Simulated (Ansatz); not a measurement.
# AlF₂H₂N + SiH₄: a complex and its separated parts

Aim: how far the complex at one end of a reaction step lies below its separated, relaxed parts, level by level.

The runs use Ansatz 0.2.0, Gaussian basis; PBE0-D4/def2-TZVP structures, single points in def2-TZVPP, no counterpoise correction.

Levels: SPW92, PBE-D4, BLYP-D4, r2SCAN-D4, B97M-V, PBE0-D4, B3LYP-D4, r2SCAN0-D4, BHLYP-D4, CAM-B3LYP-D4, wB97X-V, wB97M-V, B2PLYP, PBE-QIDH, RPA on PBE, Hartree-Fock, MP2, CCSD, CCSD(T).

Correlated methods freeze the cores. B3LYP uses VWN-RPA correlation. B2PLYP carries no dispersion term here.

94 further runs of the same task are left out: 94 set aside as unsound or not needed. Runs told in other sessions of the task aren't counted.

**1. Where the work starts**

The complex: 11 atoms, charge 0, spin multiplicity 1.

Atoms are counted from 1 here; the program's logs count them from 0.

Bond lengths: Al1–N2 1.754 Å, Al1–F3 1.651 Å, Al1–F4 1.651 Å, N2–H7 1.006 Å, N2–H8 1.006 Å, H5–Si6 1.511 Å, Si6–H9 1.480 Å, Si6–H10 1.476 Å, Si6–H11 1.480 Å. Angles: N2–Al1–F3 119.7°, N2–Al1–F4 119.7°, F3–Al1–F4 118.4°, Al1–N2–H7 124.6°, Al1–N2–H8 124.6°, H7–N2–H8 110.8°, H5–Si6–H9 105.3°, H5–Si6–H10 109.9°, H5–Si6–H11 105.3°, H9–Si6–H10 112.2°, H9–Si6–H11 111.6°, H10–Si6–H11 112.2°.

Geometry (Å):

```mol
AlF2H6NSi
  3D, bonds by distance, orders not assigned

 11  9  0  0  0  0  0  0  0  0999 V2000
    0.0376    0.4903   -1.0996 Al  0  0
    1.7436    0.7573   -1.4050 N   0  0
   -0.7060   -0.8461   -1.7213 F   0  0
   -0.9049    1.7388   -0.5717 F   0  0
    0.1745   -0.3167    0.7398 H   0  0
   -0.9995   -0.7749    1.5743 Si  0  0
    2.3572    0.0891   -1.8394 H   0  0
    2.2412    1.5987   -1.1681 H   0  0
   -0.9290    0.0224    2.8192 H   0  0
   -2.2576   -0.5471    0.8380 H   0  0
   -0.7570   -2.2116    1.8338 H   0  0
  1  2  8  0
  1  3  8  0
  1  4  8  0
  2  7  8  0
  2  8  8  0
  5  6  8  0
  6  9  8  0
  6 10  8  0
  6 11  8  0
M  END
```

Its parts: AlF₂H₂N holds atoms 1, 2, 3, 4, 7, 8; SiH₄ holds atoms 5, 6, 9, 10, 11. Each part counts its atoms afresh in its own runs.

**2. Relaxing AlF₂H₂N alone**

relax-a/in.yaml reads:

```yaml
crystal:
  periodic: [false, false, false]
  atoms:
    - {symbol: Al, position_ang: [0.037578, 0.490310, -1.099608]}
    - {symbol: N, position_ang: [1.743562, 0.757268, -1.404951]}
    - {symbol: F, position_ang: [-0.706009, -0.846139, -1.721318]}
    - {symbol: F, position_ang: [-0.904899, 1.738799, -0.571743]}
    - {symbol: H, position_ang: [2.357196, 0.089106, -1.839408]}
    - {symbol: H, position_ang: [2.241219, 1.598694, -1.168148]}
basis:
  gaussian: {orbitals: def2-TZVP}
hamiltonian: {xc: pbe0, dispersion: d4}
relax: {f_tol: 0.005, max_steps: 200}
```

Run with:

```console
$ ansatz run in.yaml --threads 8 --pin off --events-out ev --progress --plain --max-ram 19148MiB
```

Further steps of the session: Relaxing SiH₄ alone; SPW92/def2-TZVPP; PBE-D4/def2-TZVPP; BLYP-D4/def2-TZVPP; r2SCAN-D4/def2-TZVPP; B97M-V/def2-TZVPP; PBE0-D4/def2-TZVPP; B3LYP-D4/def2-TZVPP; r2SCAN0-D4/def2-TZVPP; BHLYP-D4/def2-TZVPP; CAM-B3LYP-D4/def2-TZVPP; wB97X-V/def2-TZVPP; wB97M-V/def2-TZVPP; B2PLYP/def2-TZVPP; PBE-QIDH/def2-TZVPP; RPA on PBE/def2-TZVPP; CCSD(T)/def2-TZVPP; Vibrations of AlF₂H₂N; Vibrations of SiH₄.

**Question.** What will these runs give? Wanted: complex less parts, CCSD(T)/def2-TZVPP; with zero-point energy; largest T1 diagnostic.

The runs gave:

```
                              quantity         value
complex less parts, CCSD(T)/def2-TZVPP  -18.2 kJ/mol
                with zero-point energy  -13.3 kJ/mol
                 largest T1 diagnostic         0.012
```

**Reading.** At CCSD(T) the complex lies 18.2 kJ/mol below its parts. The functionals run from BLYP-D4, off by -0.3 kJ/mol, to SPW92, off by -21.0 kJ/mol, against CCSD(T). Mean unsigned error by rung: LDA 21.0, GGA 3.6, meta-GGA 6.3, hybrid 4.7, range-separated hybrid 3.6, double hybrid 3.1 kJ/mol. The double hybrids carry no dispersion term here, unlike the levels marked D4 or V. PBE-D4 gives a relative energy 6.8 kJ/mol too low, outside chemical accuracy (1 kcal/mol, 4.2 kJ/mol). The complex's frequency run has imaginary modes: the structure is no minimum, so both the energy and the zero-point correction are in doubt. No counterpoise was applied, and triple zeta lacks some correlation, so the CCSD(T) reference has a basis error of its own, and close matches with it are partly luck.
